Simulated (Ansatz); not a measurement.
# GeH5NTe, SMILES [NH2][GeH2][TeH]: the energy of protonation at one site

Program: Ansatz 0.2.0 through its Python package.

Typed at the interpreter:
```pycon
>>> import warnings
>>> import ansatz
>>> import numpy as np
>>> warnings.simplefilter("ignore", ansatz.DeckWarning)
>>> geometry_ang = [
...     ("N", [-1.0691, 0.3136, -0.7353]),
...     ("Ge", [0.4487, 0.401, 0.256]),
...     ("Te", [1.3113, -1.9786, 0.5345]),
...     ("H", [-1.3329, 1.3615, -0.8998]),
...     ("H", [-0.8609, -0.0322, -1.7022]),
...     ("H", [0.1571, 1.035, 1.6471]),
...     ("H", [1.5374, 1.2682, -0.4737]),
...     ("H", [-0.0995, -2.4257, 1.3176]),
... ]
>>> geometry = ansatz.Crystal.molecule()
>>> for symbol, xyz in geometry_ang:
...     geometry = geometry.atom(symbol, xyz)
...
>>> job = geometry.calculation().basis(gaussian="def2-SVP").functional("b3lyp", dispersion="d4")
>>> symbols = [site.symbol for site in geometry.cartesian_sites]
>>> start = np.array([site.position_ang for site in geometry.cartesian_sites], dtype=float)
>>> rep = job.relax(force_tolerance=0.01).run().report
>>> end = np.array(rep["positions_ang"])
>>> # start the new hydrogen opposite the existing bonds
>>> away = sum((end[0] - end[j]) / np.linalg.norm(end[0] - end[j]) for j in [1, 3, 4]) + np.array([0.15, 0.1, -0.2])
>>> proton = end[0] + 1.0 * away / np.linalg.norm(away)
>>> acid = ansatz.Crystal.molecule()
>>> for symbol, place in zip(symbols, end):
...     acid = acid.atom(symbol, place.tolist())
...
>>> acid = acid.atom("H", proton.tolist())
>>> protonated = (
...     acid.calculation()
...     .basis(gaussian="def2-SVP")
...     .functional("b3lyp", dispersion="d4")
...     .charge(1)
...     .relax(force_tolerance=0.01, max_steps=80)
... )
>>> after = protonated.run().report
>>> xyz = np.array(after["positions_ang"])
>>> reach = np.linalg.norm(xyz[:-1] - xyz[-1], axis=1)
>>> print(f"base {rep['free_energy_ev']:.5f} eV, protonated {after['free_energy_ev']:.5f} eV")
base -65379.19902 eV, protonated -65389.25494 eV
>>> print(f"the proton ends {reach.min():.3f} A from {symbols[reach.argmin()]}{reach.argmin()}")
the proton ends 1.028 A from N0
>>> print(f"electronic proton affinity {96.485332 * (rep['free_energy_ev'] - after['free_energy_ev']):.1f} kJ/mol")
electronic proton affinity 970.2 kJ/mol
```

Notes:
- These settings explore the input space; basis and method may be short of convergence.
- The proton is put on one chosen atom, which needn't be the most basic site, so the molecule's proton affinity can be higher; the ends are stationary points, not checked by frequencies, and zero-point and thermal terms count only where printed.
- def2 sets replace the cores of elements past krypton by effective core potentials.
- b3lyp holds the VWN-RPA fit, as in Gaussian; the form of ORCA and Turbomole is b3lyp5.
- Wall time of the script: 2.6 min on 1 thread of Arm Neoverse V1 (shared host), peak memory 0.33 GiB.
